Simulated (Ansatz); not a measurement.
# GaNH (quartet): from Hartree-Fock to the top rungs at a displaced geometry (v2), cc-pVDZ

Aim: climb from Hartree-Fock through coupled cluster and multireference methods for GaNH (quartet) at one geometry and basis, and see what each rung misses.

Computed with Ansatz 0.2.0, Gaussian basis. Level: cc-pVDZ, core rule «outside noble gas», up to 15 orbitals frozen.

Plan: UHF; CCSD(T) on ROHF; CCSD(T) on UHF; BCCD(T) on ROHF; CISD; CCSDT(Q) on ROHF; CCSDT(Q) on UHF; CASSCF and MRCISD+Q, 9 electrons in 9 orbitals; CASSCF and MRCISD+Q(relaxed), 9 electrons in 9 orbitals; CASSCF and NEVPT2, 9 electrons in 9 orbitals.

21 further runs of the same task are left out: 8 for a known fault of the program, 3 that didn't finish, 10 set aside as unsound or not needed.

### Step 1. What is computed

The geometry is a PBE0/def2-TZVP stationary point (not a proven minimum) with its atoms shifted at random (size 0.100 Å). No spin-orbit coupling is included. The filled d shell of Ga may be among the frozen orbitals whatever the setting's name suggests; the logs give the count.

3 atoms, charge 0, spin multiplicity 4.

Atoms are counted from 1 here; the program's logs count them from 0.

Bond lengths: N1–Ga2 2.054 Å, N1–H3 1.015 Å. Angles: Ga2–N1–H3 103.0°.

### Step 2. UHF

in.yaml

```yaml
crystal:
  periodic: [false, false, false]
  atoms:
    - {symbol: N, position_ang: [0.136710, -0.136192, 1.676501]}
    - {symbol: Ga, position_ang: [-0.028164, 0.015407, -0.365497]}
    - {symbol: H, position_ang: [0.048456, 0.826794, 1.985566]}
basis:
  gaussian: {orbitals: cc-pVDZ}
magnetization: {spin_polarized: true, initial_magnetization: 3}
hamiltonian: {xc: hf}
output: {orbitals: {seedname: orbitals}}
```

Launch:

```console
$ ansatz run in.yaml --threads 1 --pin off --events-out ev --progress --plain --max-ram 2393MiB
```

The runs that follow: CCSD(T) on ROHF; CCSD(T) on UHF; BCCD(T) on ROHF; CISD; CCSDT(Q) on ROHF; CCSDT(Q) on UHF; CASSCF and MRCISD+Q, 9 electrons in 9 orbitals; CASSCF and MRCISD+Q(relaxed), 9 electrons in 9 orbitals; CASSCF and NEVPT2, 9 electrons in 9 orbitals.

Q: Predict the results of all the runs planned. Wanted: UCCSDT(Q) below the RHF energy; RMP2 from UCCSDT(Q); UMP2 from UCCSDT(Q); RCCSD from UCCSDT(Q); RCCSD(T) from UCCSDT(Q); UCCSD(T) from UCCSDT(Q); RCCSDT(Q) from UCCSDT(Q); NEVPT2 valence from UCCSDT(Q); MRCISD+Q valence from UCCSDT(Q).

The runs gave:

| quantity | value |
| --- | --- |
| UCCSDT(Q) below the RHF energy | -5.5987 eV |
| RMP2 from UCCSDT(Q) | +24.40 kcal/mol |
| UMP2 from UCCSDT(Q) | +23.26 kcal/mol |
| RCCSD from UCCSDT(Q) | +4.39 kcal/mol |
| RCCSD(T) from UCCSDT(Q) | +1.24 kcal/mol |
| UCCSD(T) from UCCSDT(Q) | +0.95 kcal/mol |
| RCCSDT(Q) from UCCSDT(Q) | +0.27 kcal/mol |
| NEVPT2 valence from UCCSDT(Q) | +18.66 kcal/mol |
| MRCISD+Q valence from UCCSDT(Q) | +1.42 kcal/mol |
| MRCISD+Q(relaxed) valence from UCCSDT(Q) | +0.08 kcal/mol |
| levels within 1 kcal/mol (43 meV) | UCCSD(T), RCCSDT, UCCSDT, RCCSDT(Q), MRCISD+Q(relaxed) valence |
| T1 diagnostic | 0.056 |
| effectively unpaired electrons | 3.02 |

**Reading.** RCCSD(T) misses by +1.24 kcal/mol, 1.0 % of the correlation energy. The occupations are near whole numbers, but T1 = 0.056 shows that the orbitals relax strongly. Of the multireference levels listed MRCISD+Q(relaxed) valence comes nearest in total energy (+0.08 kcal/mol), which doesn't show that its space is the better one. These misses are within one basis, not against nature; the frozen cores of restricted and unrestricted runs differ, which can shift their rows.
